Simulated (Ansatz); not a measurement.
# ZrCl4 (zirconium tetrachloride): CCSD/def2-SVP (core potential)

Aim: the vertical singlet–triplet gap of ZrCl4 (zirconium tetrachloride) at CCSD/def2-SVP (core potential), from 2 runs. 

The results are computed with Ansatz 0.2.0.

2 further runs of the same task are left out: 2 set aside as unsound or not needed.

## Step 1: The structure to begin with

ZrCl4: 5 atoms, total charge 0, spin state singlet. As SMILES, `Cl[Zr](Cl)(Cl)Cl`. Geometry: relaxed at PBE0-D4/def2-TZVP.

Bond lengths: Cl1–Zr2 2.316 Å, Zr2–Cl3 2.316 Å, Zr2–Cl4 2.316 Å, Zr2–Cl5 2.316 Å. Angles: Cl1–Zr2–Cl3 109.5°, Cl1–Zr2–Cl4 109.5°, Cl1–Zr2–Cl5 109.5°, Cl3–Zr2–Cl4 109.5°, Cl3–Zr2–Cl5 109.5°, Cl4–Zr2–Cl5 109.5°.

## Step 2: A single-point energy at CCSD/def2-SVP (core potential)

Input file run.yaml:

```yaml
crystal:
  periodic: [false, false, false]
  atoms:
    - {symbol: Cl, position_ang: [-0.109970, -0.230800, 2.301810]}
    - {symbol: Zr, position_ang: [0.000020, 0.000000, -0.000020]}
    - {symbol: Cl, position_ang: [1.545400, -1.499220, -0.853260]}
    - {symbol: Cl, position_ang: [-2.081750, -0.430080, -0.919260]}
    - {symbol: Cl, position_ang: [0.646280, 2.160110, -0.529270]}
basis:
  gaussian: {orbitals: def2-SVP}
scf: {omitted_lower_state_checks: [cluster_reference, increment]}
correlation: {method: ccsd, frozen_orbitals: {Cl: 5, Zr: 0}}
accuracy: high
```

The run is started by

```sh
$ ansatz run run.yaml --threads 1 --pin off --max-ram 3480MiB --events-out events.jsonl --progress --plain --runs-dir runs
```

Standard output, shortened:

```text
Warning: RAYON_NUM_THREADS=1 ignored (pool sized by the plan → 1); use --threads N
Functional definition: HF
  name "HF"
[...]
2057 factors; integrals over basis functions are off by at most 7.0e-8 eV
[...]
mean field -51274.05026489 eV, -1884.2865924352 hartree, gradient 1.5e-8 eV, S^2 0.000000; 0 other end points of the search recorded, 0 dependent functions left out
20 core orbitals not correlated: weight in the atoms' cores, before any rotation towards them, 1.000 or more for the frozen orbitals, at most 0.000 for the correlated occupied ones
reference -51274.05026489 eV, -1884.2865924352 hartree; 20, 20 occupied and 63, 63 virtual orbitals, 2057 factors
second order -20.90812634 eV of doubles, -0.00000000 eV of singles
cycle   1  -21.25920184 eV  change   -3.5e-1 eV  update   1.6e-1
[...]
cycle  20  -21.88000025 eV  change   -1.6e-9 eV  update   1.8e-9
Total energy: -51295.93026514 eV, -1885.0906676137 hartree
Checks for a lower state left out: cluster_reference, increment
```

It took 17 s on 1 thread of Intel Xeon 6975P-C (Granite Rapids), shared host; peak memory 0.65 GiB.

## Step 3: The triplet

Input file input.yaml:

```yaml
basis:
  gaussian: {orbitals: def2-SVP}
crystal:
  periodic: [false, false, false]
  atoms:
    - {symbol: Cl, position_ang: [-0.109970, -0.230800, 2.301810]}
    - {symbol: Zr, position_ang: [0.000020, 0.000000, -0.000020]}
    - {symbol: Cl, position_ang: [1.545400, -1.499220, -0.853260]}
    - {symbol: Cl, position_ang: [-2.081750, -0.430080, -0.919260]}
    - {symbol: Cl, position_ang: [0.646280, 2.160110, -0.529270]}
magnetization: {spin_polarized: true, initial_magnetization: 2}
correlation: {method: ccsd, frozen_orbitals: {Cl: 5, Zr: 0}}
accuracy: high
scf: {omitted_lower_state_checks: [cluster_reference, increment]}
```

The run is started by

```sh
$ ansatz run input.yaml --threads 1 --pin off --max-ram 3480MiB --events-out events.jsonl --progress --plain --runs-dir runs
```

Standard output, shortened:

```text
Warning: RAYON_NUM_THREADS=1 ignored (pool sized by the plan → 1); use --threads N
[... 2 set-up lines as earlier in the session ...]
[...]
2057 factors; integrals over basis functions are off by at most 7.0e-8 eV
[...]
mean field -51268.60874557 eV, -1884.0866202887 hartree, gradient 1.9e-8 eV, S^2 2.010963; 24 other end points of the search recorded, 0 dependent functions left out
20 core orbitals not correlated: weight in the atoms' cores, before any rotation towards them, 1.000 or more for the frozen orbitals, at most 0.000 for the correlated occupied ones
reference -51268.60874557 eV, -1884.0866202887 hartree; 21, 19 occupied and 62, 64 virtual orbitals, 2057 factors
second order -19.72440964 eV of doubles, -0.00000000 eV of singles
cycle   1  -20.51866353 eV  change   -7.9e-1 eV  update   1.3e-1
[...]
cycle  72  -21.19671286 eV  change   -1.3e-9 eV  update   1.0e-9
Total energy: -51289.80545843 eV, -1884.8655851186 hartree
Checks for a lower state left out: cluster_reference, increment
```

It took 5.2 min on 1 thread of Intel Xeon 6975P-C (Granite Rapids), shared host; peak memory 1.4 GiB.

## Step 4: Summary of results

At CCSD/def2-SVP (core potential), 20 core orbitals frozen:

| quantity | value |
| --- | --- |
| singlet: total energy | -1885.09067 Eh |
| singlet: correlation energy (20 core orbitals frozen) | -804.1 mEh |
| singlet: T1 diagnostic | 0.016 |
| triplet: total energy | -1884.86559 Eh |
| triplet: correlation energy (20 core orbitals frozen) | -779.0 mEh |
| triplet: ⟨S²⟩ of the reference determinant | 2.011 |
| triplet: T1 diagnostic | 0.048 |
| vertical energy of the triplet above the singlet | 6.125 eV |

**Reading.** At this shape the triplet lies 6.12 eV (141 kcal/mol) above the singlet. The T1 diagnostic (triplet) of 0.048 is above the customary mark for such species, so a single reference may not serve.
